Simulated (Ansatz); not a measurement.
# CH5AlFN: the cost of one run

All numbers are computed with Ansatz 0.2.0 through its Python package. Level of theory: CAM-B3LYP/def2-SVP.

### 1 Starting point

Bond lengths: F1–C2 1.378 Å, C2–N3 1.437 Å, N3–Al4 1.864 Å, C2–H5 1.127 Å, C2–H6 1.108 Å, N3–H7 1.083 Å, Al4–H8 1.611 Å, Al4–H9 1.636 Å. Angles: F1–C2–N3 107.4°, F1–C2–H5 109.9°, F1–C2–H6 109.0°, N3–C2–H5 109.8°, N3–C2–H6 110.6°, H5–C2–H6 110.1°, C2–N3–Al4 114.0°, C2–N3–H7 109.0°, Al4–N3–H7 105.9°, N3–Al4–H8 119.4°, N3–Al4–H9 120.4°, H8–Al4–H9 119.8°.

No structure file is read: the coordinates are typed or built in the script.

### 2 The code

File run_spin.py:

```python
"""Vertical spin-state energies of CH5AlFN."""

import ansatz as az

BASIS_SET = "def2-SVP"
XC = "CAM-B3LYP"

geometry_ang = [
    ("F", (0.6205, 2.3101, 0.4229)),
    ("C", (-0.1223, 1.1934, 0.1069)),
    ("N", (0.7001, 0.0429, 0.3641)),
    ("Al", (-0.1215, -1.5815, -0.0367)),
    ("H", (-0.4108, 1.2209, -0.9825)),
    ("H", (-1.0306, 1.1736, 0.7408)),
    ("H", (1.5813, 0.0931, -0.2631)),
    ("H", (-0.7173, -1.8227, -1.5143)),
    ("H", (-0.4109, -2.676, 1.1449)),
]
system = az.Crystal.molecule()
for symbol, xyz in geometry_ang:
    system = system.atom(symbol, xyz)

calculation = (
    system.calculation()
    .basis(gaussian=BASIS_SET)
    .functional(XC)
)
found = {}
for unpaired in [0, 2]:
    summary = calculation.spin("collinear", total=unpaired).run(threads=1, pin="off").report
    s = unpaired / 2
    found[unpaired] = summary["free_energy_ev"]
    print(f"2S+1 = {unpaired + 1}: E = {found[unpaired]:.5f} eV, <S^2> = {abs(summary['mean_field']['state']['spin_squared']):.3f} (pure state {s * (s + 1):.2f})")
lowest = min(found, key=found.get)
for unpaired, e in found.items():
    print(f"multiplicity {unpaired + 1}: {(e - found[lowest]):.3f} eV above the lowest")
```

### 3 The input behind the calls

The package turns the script's settings into the engine's input (first run):

```yaml
crystal:
  periodic: [false, false, false]
  atoms:
    - { symbol: F, position_ang: [0.6205, 2.3101, 0.4229] }
    - { symbol: C, position_ang: [-0.1223, 1.1934, 0.1069] }
    - { symbol: "N", position_ang: [0.7001, 0.0429, 0.3641] }
    - { symbol: Al, position_ang: [-0.1215, -1.5815, -0.0367] }
    - { symbol: H, position_ang: [-0.4108, 1.2209, -0.9825] }
    - { symbol: H, position_ang: [-1.0306, 1.1736, 0.7408] }
    - { symbol: H, position_ang: [1.5813, 0.0931, -0.2631] }
    - { symbol: H, position_ang: [-0.7173, -1.8227, -1.5143] }
    - { symbol: H, position_ang: [-0.4109, -2.676, 1.1449] }
basis:
  gaussian:
    orbitals: def2-SVP
hamiltonian:
  xc: cam_b3lyp
magnetization:
  spin_polarized: true
  initial_magnetization: 0.0
```

### 4 Running it

Launch:

```
> python run_spin.py
```

What time and memory should one allow on 1 thread of Intel Xeon Platinum 8259CL at 2.50GHz (Skylake/Cascade Lake), shared host?

About 14 s, with a peak of 0.3 GiB.
